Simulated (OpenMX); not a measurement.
Runs of OpenMX 3.8.5 on BiTe. Symmetry: R-3m, No. 166, trigonal system. Conventional cell: a = 4.652 Å, b = 4.652 Å, c = 9.952 Å, α = 90.00°, β = 90.00°, γ = 120.00°. Around Bi (site symmetry -3m) lie 6 Te at 3.16 Å. Te (site symmetry -3m) has 6 Bi at 3.16 Å as nearest neighbours. The cell comes from a database or a generator and needn't be the stable form of this composition.

```tsv
cell	pressure (GPa)
R-3m, 31.08 Å³/atom	6.9
R-3m, 36.48 Å³/atom	-2.4
R-3m, 33.72 Å³/atom	(b)
R-3m, 32.39 Å³/atom	(a)
R-3m, 35.09 Å³/atom	-0.7
```

Alike in all rows: task band structure; level PBE; potentials or basis OpenMX 2013 PBE set, Bi8.0-s3p2d2f1, Te7.0-s3p2d2f1, grid cutoff 500 Ry; no spin polarisation; k mesh 5 × 5 × 5; smearing fermi-dirac 0.05 eV.

**Question.** Fill in the values left out.

**Answer.** (a) 3.9; (b) 1.4.

Caveats: the basis has few d functions beyond the semicore shells, which can make volumes several per cent too large; the basis of atomic orbitals isn't converged, which shifts pressures, moduli and gaps.
